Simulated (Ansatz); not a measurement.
# C3H9ClO3Zr: one species, many methods

An exercise on one series of results from a longer session: the logs are not shown, and one member is left open.

The runs use Ansatz 0.2.0, Gaussian basis; functionals in def2-TZVPP, the program's frozen cores in correlated methods.

The runs, in order: LDA (SPW92), PBE-D4, revPBE-D4, BLYP-D4, r2SCAN-D4, B97M-V, PBE0-D4, B3LYP-D4, r2SCANh-D4, r2SCAN0-D4, HSE06-D4, BHLYP-D4, CAM-B3LYP-D4, LC-ωPBE, ωB97X-V, ωB97M-V, B2PLYP, PBE-QIDH; CCSD(T)/def2-SVP; CCSD(T)/def2-TZVPP; MP2/def2-QZVPP; extrapolation to the limit; RPA on PBE.

1 further run of the same task is left out (for a known fault of the program).

## Structure used throughout

All runs share one geometry, relaxed beforehand with PBE0-D4 in a triple-zeta def2 set. Zr takes the def2 core potential; no spin-orbit term is included.

17 atoms, charge 0, spin multiplicity 1.

Atoms are counted from 1 here; the program's logs count them from 0.

Bond lengths: C1–C2 1.512 Å, C1–H9 1.093 Å, C1–H10 1.093 Å, C1–H11 1.092 Å, C2–O3 1.395 Å, C2–H12 1.097 Å, C2–H13 1.097 Å, O3–Zr4 1.905 Å, Zr4–O5 1.918 Å, Zr4–Cl6 2.389 Å, Zr4–O7 1.906 Å, O5–H14 0.952 Å, O7–C8 1.389 Å, C8–H15 1.095 Å, C8–H16 1.095 Å, C8–H17 1.095 Å. Angles: C2–C1–H9 110.4°, C2–C1–H10 110.7°, C2–C1–H11 110.6°, H9–C1–H10 108.3°, H9–C1–H11 108.4°, H10–C1–H11 108.4°, C1–C2–O3 111.5°, C1–C2–H12 110.3°, C1–C2–H13 110.3°, O3–C2–H12 108.5°, O3–C2–H13 108.9°, H12–C2–H13 107.2°, C2–O3–Zr4 173.2°, O3–Zr4–O5 110.0°, O3–Zr4–Cl6 108.8°, O3–Zr4–O7 109.0°, O5–Zr4–Cl6 110.1°, O5–Zr4–O7 110.2° and more.

As a file:

```tsv
atom	x (Å)	y (Å)	z (Å)
C1	2.54531	1.16689	0.83809
C2	1.11378	1.40470	1.26388
O3	0.21236	0.98525	0.28495
Zr4	-0.86038	0.26245	-1.11369
O5	0.25269	-0.28852	-2.57490
Cl6	-2.40179	1.93495	-1.84334
O7	-1.84074	-1.22517	-0.43764
C8	-2.47273	-2.32698	0.12456
H9	3.23462	1.50734	1.61482
H10	2.72409	0.10352	0.66215
H11	2.76826	1.71028	-0.08280
H12	0.94724	2.47131	1.45658
H13	0.90030	0.86882	2.19703
H14	0.82315	-0.68433	-3.22582
H15	-2.18258	-2.44528	1.17379
H16	-3.55938	-2.20429	0.07777
H17	-2.20418	-3.24093	-0.41545
```

The first run:

File in.yaml:

```yaml
crystal:
  periodic: [false, false, false]
  atoms:
    - {symbol: C, position_ang: [2.545307, 1.166888, 0.838094]}
    - {symbol: C, position_ang: [1.113777, 1.404700, 1.263875]}
    - {symbol: O, position_ang: [0.212357, 0.985252, 0.284950]}
    - {symbol: Zr, position_ang: [-0.860383, 0.262446, -1.113687]}
    - {symbol: O, position_ang: [0.252693, -0.288522, -2.574901]}
    - {symbol: Cl, position_ang: [-2.401794, 1.934953, -1.843341]}
    - {symbol: O, position_ang: [-1.840740, -1.225170, -0.437640]}
    - {symbol: C, position_ang: [-2.472730, -2.326978, 0.124559]}
    - {symbol: H, position_ang: [3.234620, 1.507339, 1.614817]}
    - {symbol: H, position_ang: [2.724092, 0.103518, 0.662151]}
    - {symbol: H, position_ang: [2.768258, 1.710277, -0.082797]}
    - {symbol: H, position_ang: [0.947236, 2.471313, 1.456581]}
    - {symbol: H, position_ang: [0.900299, 0.868816, 2.197029]}
    - {symbol: H, position_ang: [0.823154, -0.684334, -3.225816]}
    - {symbol: H, position_ang: [-2.182577, -2.445283, 1.173786]}
    - {symbol: H, position_ang: [-3.559381, -2.204287, 0.077770]}
    - {symbol: H, position_ang: [-2.204179, -3.240929, -0.415449]}
basis:
  gaussian: {orbitals: def2-TZVPP}
hamiltonian: {xc: lda}
output: {orbitals: {seedname: orbitals}}
```

Launch:

```bash
$ ansatz run in.yaml --threads 2 --pin off --events-out ev --progress --plain --max-ram 22528MiB --backend cuda --devices 0, --max-vram 18GiB
```

Steps of the session up to this table: LDA; PBE-D4 (GGA); revPBE-D4 (GGA); BLYP-D4 (GGA); r2SCAN-D4 (meta-GGA); B97M-V (meta-GGA); B3LYP-D4 (hybrid); r2SCANh-D4 (hybrid); r2SCAN0-D4 (hybrid); HSE06-D4 (hybrid); BHLYP-D4 (hybrid); CAM-B3LYP-D4 (range-separated); LC-ωPBE (range-separated); ωB97X-V (range-separated); ωB97M-V (range-separated); B2PLYP (double hybrid); PBE-QIDH (double hybrid).

One table of the session follows, with a row left open; its other results are not shown here.

It belongs to the step «Frontier levels by functional». 

```
  functional  HOMO (eV)  gap (eV)
 LDA (SPW92)      -6.72      5.65
      PBE-D4      -6.58      5.71
   revPBE-D4      -6.52      5.73
     BLYP-D4          ?         ?
   r2SCAN-D4      -6.90      6.24
      B97M-V      -7.01      6.28
     PBE0-D4      -8.07      7.94
    B3LYP-D4      -7.83      7.44
  r2SCANh-D4      -7.46      7.12
  r2SCAN0-D4      -8.30      8.44
    HSE06-D4      -7.67      7.20
    BHLYP-D4      -9.48      9.82
CAM-B3LYP-D4      -9.48      9.96
     LC-ωPBE     -10.82     12.32
     ωB97X-V     -10.49     11.83
     ωB97M-V     -10.39     11.18
```

Q: Estimate the row for BLYP-D4 from the others.

Worked estimate for «HOMO (eV)». Against the share of exact exchange, B3LYP-D4 (0.2, -7.83), BHLYP-D4 (0.5, -9.48) give a slope of -5.50 per unit share; at 0 the line stands at -6.73.

**Answer.** HOMO (eV): -6.48; gap (eV): 5.71. In «HOMO (eV)» the line misses by -0.25.
